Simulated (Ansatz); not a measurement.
Crystal: MnS.

```
Mn S
1.0
     0.00000    2.60450    2.60450
     2.60450    0.00000    2.60450
     2.60450    2.60450    0.00000
Mn S
1 1
Direct
  0.00000 0.00000 0.00000
  0.50000 0.50000 0.50000
```

| Quantity | Value |
| --- | --- |
| Program | Ansatz 0.2.0 |
| Task | relaxation of cell and atoms |
| Functional | PBE |
| Dispersion | D3(BJ) |
| Potentials or basis | all-electron LAPW, scalar-relativistic |
| Basis error allowed | 0.001 eV/atom |
| k mesh | 9 × 9 × 9 |
| Occupations | fermi-dirac, width 0.05 eV |
| Spin | collinear spin, ferromagnetic start |
| Starting moments | [4.0, 0.0] μB |

At the start: volume 17.67 Å³/atom.

Where does the relaxation end?

Over 7 steps the energy falls by 48.7 meV/atom and the volume is 15.82 Å³/atom (-10.5 %); space group Fm-3m (No. 225, to 0.05 Å); moment 4.35 μB per cell.

Step by step:
| step | energy change (eV) | largest force (eV/Å) | volume (Å³) |
| --- | --- | --- | --- |
| 1 | 0.0000 | 0.0000 | 35.33 |
| 2 | -0.0793 | 0.0000 | 32.78 |
| 3 | -0.0975 | 0.0000 | 31.64 |
| 4 | -0.0975 | 0.0000 | 31.64 |
| 5 | -0.0975 | 0.0000 | 31.63 |
| 6 | -0.0975 | 0.0000 | 31.63 |
| 7 | -0.0975 | 0.0000 | 31.63 |

Final structure:
```
Mn S
1.0
     0.00000    2.51012    2.51012
     2.51012    0.00000    2.51012
     2.51012    2.51012    0.00000
Mn S
1 1
Direct
  0.00000 0.00000 0.00000
  0.50000 0.50000 0.50000
```

Caveat: the volume moved by -10 % from the deposited cell, more than functionals usually miss; a cell with one magnetic atom can't hold antiferromagnetic order, which such compounds often take.
